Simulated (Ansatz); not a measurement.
# CH7AlGaNO: the cost of one run

Computed with Ansatz 0.2.0, Gaussian basis. Level: PBE/6-31G* with D4 dispersion.

## (1) The relaxed structure

An earlier PBE0-D4 in a triple-zeta def2 set relaxation fixed the geometry.

SMILES `N[CH2][Al]([OH])[GaH2]`, 12 atoms, charge 0, spin multiplicity 1.

Atoms are counted from 1 here; the program's logs count them from 0.

Bond lengths: N1–C2 1.476 Å, N1–H6 1.013 Å, N1–H7 1.013 Å, C2–Al3 1.981 Å, C2–H8 1.096 Å, C2–H9 1.096 Å, Al3–O4 1.704 Å, Al3–Ga5 2.521 Å, O4–H10 0.956 Å, Ga5–H11 1.582 Å, Ga5–H12 1.582 Å. Angles: C2–N1–H6 111.4°, C2–N1–H7 111.5°, H6–N1–H7 106.8°, N1–C2–Al3 112.5°, N1–C2–H8 108.0°, N1–C2–H9 108.0°, Al3–C2–H8 111.9°, Al3–C2–H9 111.9°, H8–C2–H9 104.0°, C2–Al3–O4 125.3°, C2–Al3–Ga5 118.3°, O4–Al3–Ga5 116.4°, Al3–O4–H10 125.5°, Al3–Ga5–H11 123.2°, Al3–Ga5–H12 123.3°, H11–Ga5–H12 113.5°.

## (2) The run

in.yaml

```yaml
crystal:
  periodic: [false, false, false]
  atoms:
    - {symbol: N, position_ang: [-0.625841, -0.879633, 1.692918]}
    - {symbol: C, position_ang: [0.361184, 0.192413, 1.457979]}
    - {symbol: Al, position_ang: [0.551010, 0.640937, -0.462538]}
    - {symbol: O, position_ang: [1.597037, 1.826289, -1.097589]}
    - {symbol: Ga, position_ang: [-0.852979, -0.624989, -2.129927]}
    - {symbol: H, position_ang: [-1.544902, -0.616900, 1.357350]}
    - {symbol: H, position_ang: [-0.369312, -1.732084, 1.209326]}
    - {symbol: H, position_ang: [0.063881, 1.063088, 2.053774]}
    - {symbol: H, position_ang: [1.313534, -0.120656, 1.901268]}
    - {symbol: H, position_ang: [2.184684, 2.380004, -0.585889]}
    - {symbol: H, position_ang: [-2.294906, -0.156142, -2.582626]}
    - {symbol: H, position_ang: [-0.383409, -1.972337, -2.814038]}
basis:
  gaussian: {orbitals: "6-31G*"}
hamiltonian: {xc: {name: PBE}, dispersion: d4}
md: {timestep: 1 fs, n_steps: 50, ensemble: nve, temperature: 300, initial_velocities: maxwell_boltzmann, seed: 358}
```

Launch:

```console
> ansatz run in.yaml --threads 4 --pin off --events-out ev --progress --plain --max-ram 10444MiB
```

What time and memory should one allow on 4 threads of AMD EPYC 7B13, shared host?

About 59 s, with a peak of 0.6 GiB.
